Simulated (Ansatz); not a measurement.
From input file to script: Cl, space group Cmce in Ansatz 0.2.0.

```yaml
crystal:
  lattice:
    a: 6.29
    b: 4.5
    c: 8.21
    alpha: 90.0
    beta: 90.0
    gamma: 90.0
  space_group: 64
  setting:
    hermann_mauguin: Cmce
  atoms:
    - { symbol: Cl, position: [0.5, 0.63, 0.1] }
  reduce_to_primitive: true
basis:
  ecutwfc: 470.0
kpoints:
  mp_grid:
    grid: [6, 6, 4]
hamiltonian:
  xc: pbe
  pseudopotentials:
    kind: paw
scf:
  occupations:
    method: fixed
elastic:
  mode: relaxed_ion
  amplitude: 0.005
```

The script, `elastic.py`:
```python
"""Stiffness tensor and moduli of Cl."""

import ansatz as az
import numpy as np


def main() -> None:
    structure = (
        az.Lattice.from_parameters(6.29, 4.5, 8.21, alpha=90, beta=90, gamma=90)
        .space_group(64, hermann_mauguin="Cmce")
        .atom("Cl", (0.5, 0.63, 0.1))
        .primitive()
    )

    job = structure.calculation()
    job = job.occupations("Fixed")
    job = job.pseudopotentials("paw").functional("pbe")
    job = job.basis(470)
    job = job.kpoints(6, 6, 4)
    done = job.elastic("relaxed_ion", amplitude=0.005).run(threads=1)
    elastic = done.elastic

    print(np.array2string(np.round(elastic.c_gpa, 1) + 0.0, suppress_small=True))
    print("Voigt stress of the unstrained cell (GPa, tension positive):", np.round(elastic.sigma0_gpa, 3) + 0.0)
    print("smallest eigenvalue of C:", round(elastic.stability.min_eigenvalue_gpa, 1), "GPa; tensor positive definite:", elastic.stability.min_eigenvalue_gpa > 0)
    # averaged moduli need a positive definite tensor
    if elastic.stability.min_eigenvalue_gpa > 0:
        m = elastic.moduli
        anisotropy = 5 * m.g_voigt_gpa / m.g_reuss_gpa + m.k_voigt_gpa / m.k_reuss_gpa - 6
        print(f"Voigt K {m.k_voigt_gpa:.1f} G {m.g_voigt_gpa:.1f}; Reuss K {m.k_reuss_gpa:.1f} G {m.g_reuss_gpa:.1f}; universal anisotropy index {anisotropy:.3f}")
        S = np.linalg.inv(elastic.c_gpa)
        print("Young modulus along x, y, z (GPa):", np.round(1 / np.diag(S)[:3], 1))
        print("linear compressibility along x, y, z (1/TPa):", np.round(1000 * S[:3, :3].sum(axis=1), 2))


if __name__ == "__main__":
    main()
```

Output of `python elastic.py`:
```text
[[11.9  6.5  4.7  0.   0.   0. ]
 [ 5.6  6.3  2.8  0.   0.   0. ]
 [ 3.8  2.8 12.8  0.   0.   0. ]
 [ 0.   0.   0.   3.8  0.   0. ]
 [ 0.   0.   0.   0.   3.1  0. ]
 [ 0.   0.   0.   0.   0.   4.6]]
Voigt stress of the unstrained cell (GPa, tension positive): [-1.193 -0.342 -0.356  0.     0.     0.   ]
smallest eigenvalue of C: 2.4 GPa; tensor positive definite: True
Voigt K 6.4 G 3.5; Reuss K 5.4 G 2.7; universal anisotropy index 1.556
Young modulus along x, y, z (GPa): [ 5.9  3.2 11.1]
linear compressibility along x, y, z (1/TPa): [-20.07 154.56  50.47]
```

What to keep in mind:
- The Fermi level of a run with fixed occupations marks the highest occupied state on its mesh, not mid-gap.
- A positive definite tensor excludes instabilities under uniform strain alone; phonons elsewhere in the zone can still be imaginary.
- No spin polarisation was allowed.
- The cell stands under an uneven stress, so these stress-strain coefficients aren't symmetric, and eigenvalues smaller than that stress decide nothing.
- The constants belong to the cell that was strained; where it wasn't relaxed first it may be under stress.
- The whole script took 10 min on 1 thread of Arm Neoverse V1, on a shared host, peak memory 0.53 GiB.

(A comment or docstring line of the script was reworded after the run, the code is as it ran; lines on the test bed's own set-up are left out of the output.)
